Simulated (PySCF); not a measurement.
# BeI with other numerical set-ups

Aim: see how much the energy and properties of BeI depend on the numerical set-up.

Computed with PySCF 2.14.0. Level: method and basis as typed in the scripts.

2 further runs of the same task are left out: 2 for a known fault of the program.

**1. Where the work starts**

BeI: 2 atoms, charge 0, spin multiplicity 2.

Bond lengths: Be1–I2 2.005 Å.

**2. Base script**

Contents of input.py:

```python
from pyscf import gto, scf

mol = gto.M(
    atom='Be 0 0 0; I 0 0 2.005',
    basis='def2-svp',
    ecp={'I': 'def2-svp'},
    charge=0,
    spin=1,
    verbose=4,
)
mf = scf.ROHF(mol)
mf.kernel()
mf.dip_moment()
print('orbital energies (hartree):', mf.mo_energy[..., max(0, mol.nelec[1]-3):mol.nelec[0]+3].round(4))
```

Run with:

```
$ OMP_NUM_THREADS=1 python input.py
```

Its log is not repeated here.

It gives: E(SCF) = -311.274375 Eh, 11 cycles, μ = 0.12 D.

The bond length is a typed value, not an optimised one.

**3. Lanl2dz**

Edit 1 changes basis set: def2-svp → lanl2dz. The core potential changes with it: totals don't compare.

Contents of input.py:

```python
from pyscf import gto, scf

mol = gto.M(
    atom='Be 0 0 0; I 0 0 2.005',
    basis='lanl2dz',
    ecp={'I': 'lanl2dz'},
    charge=0,
    spin=1,
    verbose=4,
)
mf = scf.ROHF(mol)
mf.kernel()
mf.dip_moment()
print('orbital energies (hartree):', mf.mo_energy[..., max(0, mol.nelec[1]-3):mol.nelec[0]+3].round(4))
```

Run with:

```
$ OMP_NUM_THREADS=1 python input.py
```

**4. Cartesian functions on**

Edit 2 changes Cartesian functions: off → on.

input.py: that of step 2 with these lines changed.

```diff
@@ -8,2 +8,3 @@
     spin=1,
+    cart=True,
     verbose=4,
```

**5. Density fitting auto**

Edit 3 changes density fitting: none → auto.

input.py: that of step 2 with these lines changed.

```diff
@@ -11,2 +11,3 @@
 mf = scf.ROHF(mol)
+mf = mf.density_fit()
 mf.kernel()
```

**6. Core potential off**

Edit 4 changes core potential: on → off. The core potential changes with it: totals don't compare.

input.py: that of step 2 with these lines changed.

```diff
@@ -5,3 +5,2 @@
     basis='def2-svp',
-    ecp={'I': 'def2-svp'},
     charge=0,
```

**7. Ano-rcc-vdzp (core potential off, X2C on)**

Edit 5 changes basis set: def2-svp → ano-rcc-vdzp; core potential: on → off; spin-free X2C: off → on. The core potential changes with it: totals don't compare.

input.py: that of step 2 with these lines changed.

```diff
@@ -4,4 +4,3 @@
     atom='Be 0 0 0; I 0 0 2.005',
-    basis='def2-svp',
-    ecp={'I': 'def2-svp'},
+    basis='ano-rcc-vdzp',
     charge=0,
@@ -11,2 +10,3 @@
 mf = scf.ROHF(mol)
+mf = mf.sfx2c1e()
 mf.kernel()
```

Before running it: what results should come out? Wanted: for each run, E(SCF); from base; SCF dipole.

The runs gave:

```tsv
run	E(SCF) (hartree)	from base (eV)	cycles	SCF dipole (D)	functions
base	-311.274375	0	11	0.12	35
lanl2dz	-25.787265	not comparable	9	0.65	17
Cartesian functions on	-311.274538	-0.0044	11	0.13	37
density fitting auto	-311.274351	+0.0006	11	0.12	35
core potential off (poor choice)	-2011.227689	not comparable	11	3.79	35
ano-rcc-vdzp (core potential off, X2C on)	-7127.308327	not comparable	10	0.03	57
```

In words: The largest comparable shift of the SCF energy, -0.004 eV, comes with the run “Cartesian functions on”. The dearest run is “ano-rcc-vdzp (core potential off, X2C on)”, at 7.3 s against 0.86 s. Rows marked «poor choice» come from settings spoiled on purpose.
